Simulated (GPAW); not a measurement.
A run of GPAW 26.7.0 is set up as follows.

The input run.py:

```python
from ase import Atoms
from ase.eos import EquationOfState
from ase.io import Trajectory
from ase.units import GPa
from gpaw import GPAW, PW

atoms = Atoms(['Ge', 'Ge', 'Ge', 'Ga'],
              cell=[[4.278466, 0.0, 0.0],
                    [0.0, 4.278466, 0.0],
                    [0.0, 0.0, 4.278466]],
              scaled_positions=[[0.5, 0.5, 0.0],
                                [0.5, 0.0, 0.5],
                                [0.0, 0.5, 0.5],
                                [0.0, 0.0, 0.0]],
              pbc=True)

traj = Trajectory('eos.traj', 'w')
volumes, energies = [], []
for x in [0.94, 0.96, 0.98, 1.0, 1.02, 1.04, 1.06]:
    a = atoms.copy()
    a.set_cell(atoms.cell * x**(1 / 3), scale_atoms=True)
    calc = GPAW(mode=PW(600),
                xc='PBE',
                kpts={'size': (6, 6, 6), 'gamma': True},
                occupations={'name': 'fermi-dirac', 'width': 0.05},
                nbands=18,
                convergence={'density': 1e-05, 'energy': 1e-05},
                maxiter=150,
                txt=f'eos-{x:.2f}.txt')
    a.calc = calc
    energies.append(a.get_potential_energy(force_consistent=True))
    volumes.append(a.get_volume())
    p = -a.get_stress()[:3].mean() / GPa
    calc.write(f'eos-{x:.2f}.gpw')
    traj.write(a)
    print(f'{x:.2f} {volumes[-1]:10.4f} A^3 {energies[-1]:14.6f} eV {p:9.3f} GPa', flush=True)

v0, e0, B = EquationOfState(volumes, energies, eos='birchmurnaghan').fit()
print(f'V0 = {v0:.4f} A^3, E0 = {e0:.6f} eV, B0 = {B / GPa:.2f} GPa')
```

Potentials or basis: GPAW PAW data sets (gpaw-data 1.2.1), pw.

Launch:

```sh
$ OMP_NUM_THREADS=1 python run.py
```

(1) Predict the bulk modulus.

(2) What does it give for the pressure derivative of the bulk modulus?

(3) Predict the equilibrium volume.

Answers

(1) 58 GPa.

(2) 4.6.

(3) 19.47 Å³/atom.
